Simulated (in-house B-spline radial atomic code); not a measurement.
**La⁺: ionisation energy by several methods**

An exercise on one series of results from a longer session: the logs are not shown, and one member is left open.

The numbers are computed with in-house B-spline radial atomic code version 1 (scalar-relativistic (X2C), several functionals, spin-polarised; spherical all-electron atom at the radial basis limit), except any that are marked as measured or tabulated.

**Starting point**

```
element       : lanthanum (Z = 57)
charge        : +1
electrons     : 56
configuration : [Xe] 5d2
nucleus       : Fermi, rms radius 4.855 fm
```

The outer shells:

[Xe] 5d2
```
[Xe] core
5d [↑ ][↑ ][  ][  ][  ]
```

Where spins are not typed, each open shell is filled with up spins first.

Set-up of the first run:

Settings, as recorded:

```ini
Z = 57
electrons = 56.0
configuration = [Xe] 5d2
hamiltonian = x2c
method = lda,
spin_polarised = True
nucleus = fermi
rms_radius = 4.855
mass_number = 139
atomic_mass = 138.906362927
speed_of_light = 137.035999084
```

Steps of the session up to this table: exchange-only LDA; OLYP; r2SCAN; AM05.

One of the session's tables, all rows but one given; the rest of the session is left out.

```
           method  ΔSCF (eV)
exchange-only LDA     10.418
             OLYP          ?
             AM05     11.160
           r2SCAN     11.026
```

**Question.** Estimate the row for OLYP.

**Answer.** ΔSCF (eV): 11.024. In the column «ΔSCF (eV)» it lies between exchange-only LDA (10.418) and r2SCAN (11.026).
